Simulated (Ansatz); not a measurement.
# GdSe: the cost of one run

Computed with Ansatz 0.2.0 (DFT LDA+U (U_eff = 4 eV on Gd f), plane waves, PAW, no spin–orbit coupling unless a run says so, unless a step's input says otherwise).

## Step 1: The structure to begin with

Symmetry: Pm-3m, No. 221, cubic system. Conventional cell: a = 3.497 Å, b = 3.497 Å, c = 3.497 Å, α = 90.00°, β = 90.00°, γ = 90.00°. Gd (site symmetry m-3m) is surrounded by 8 Se at 3.03 Å. Se (site symmetry m-3m) is surrounded by 8 Gd at 3.03 Å.

Coordinates:

```xyz
2
Lattice="3.4969 0.0000 0.0000 0.0000 3.4969 0.0000 0.0000 0.0000 3.4969" Properties=species:S:1:pos:R:3 pbc="T T T"
Gd    0.0000    0.0000    0.0000
Se    1.7484    1.7484    1.7484
```

## Step 2: Ferromagnetic start, free, symmetry kept, no search

Input file input.yaml:

```yaml
crystal:
  lattice:
    - [3.49687449, 0.0, 0.0]
    - [0.0, 3.49687449, 0.0]
    - [0.0, 0.0, 3.49687449]
  atoms:
    - { symbol: Gd, position: [0.0, 0.0, 0.0], spin: 7.0 }
    - { symbol: Se, position: [0.5, 0.5, 0.5] }
basis:
  ecutwfc: 420
  ecutrho_ratio: 4
kpoints:
  mp_grid: { grid: [5, 5, 5] }
hamiltonian:
  xc: lda
  hubbard: { sites: [{ site: 0, l: f, u_eff: 4.0 }] }
scf:
  occupations: { method: gaussian, width: 0.05 }
  lower_state_search: "off"
  max_iter: 150
output:
  forces: true
  stress: true
  eigenvalues: true
  populations: true
  hubbard: { sites: [{ site: 0, l: f }] }
magnetization:
  spin_polarized: true
```

Launch:

```
$ ansatz run input.yaml --threads 2 --pin off --max-ram 3072MiB --backend cpu --events-out ev --progress --plain --runs-dir out
```

Q: Estimate wall time and peak memory on 2 threads of Arm Neoverse N1, shared host.

About 3.6 s, with a peak of 0.37 GiB.
